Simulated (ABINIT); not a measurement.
Crystal: TaWC2.

```
W Ta C
1.0
     1.57186    0.90751    5.10162
    -1.57186    0.90751    5.10162
     0.00000   -1.81502    5.10162
W Ta C
1 1 2
Direct
  0.00000 0.00000 0.00000
  0.50000 0.50000 0.50000
  0.25093 0.25093 0.25093
  0.74907 0.74907 0.74907
```

The cell comes from a database or a generator and needn't be the stable form of this composition.

Base run:

* Program: ABINIT 10.8.3 (patched build)
* Functional: PBE
* Potentials or basis: JTH PAW PBE v2.0
* Cutoff: 517 eV
* k mesh: 10 × 10 × 10
* Occupations: fermi-dirac, width 0.05 eV
* Spin: no spin polarisation

Its results: band gap on the k mesh none (metal or under the smearing width); pressure -2.4 GPa; largest force 0.051 eV/Å.

Task: The run is repeated on the same cell with these changes: functional from PBE to PBEsol. What comes out?

Result: Band gap on the k mesh none (metal or under the smearing width); pressure -10.3 GPa; largest force 0.069 eV/Å.

PBEsol binds more tightly than PBE, so the same cell stands under less pressure.

Caveats: the PAW data sets were made with another functional, which shifts forces and pressure a little (some runs).

Not every run made on this cell is shown here.
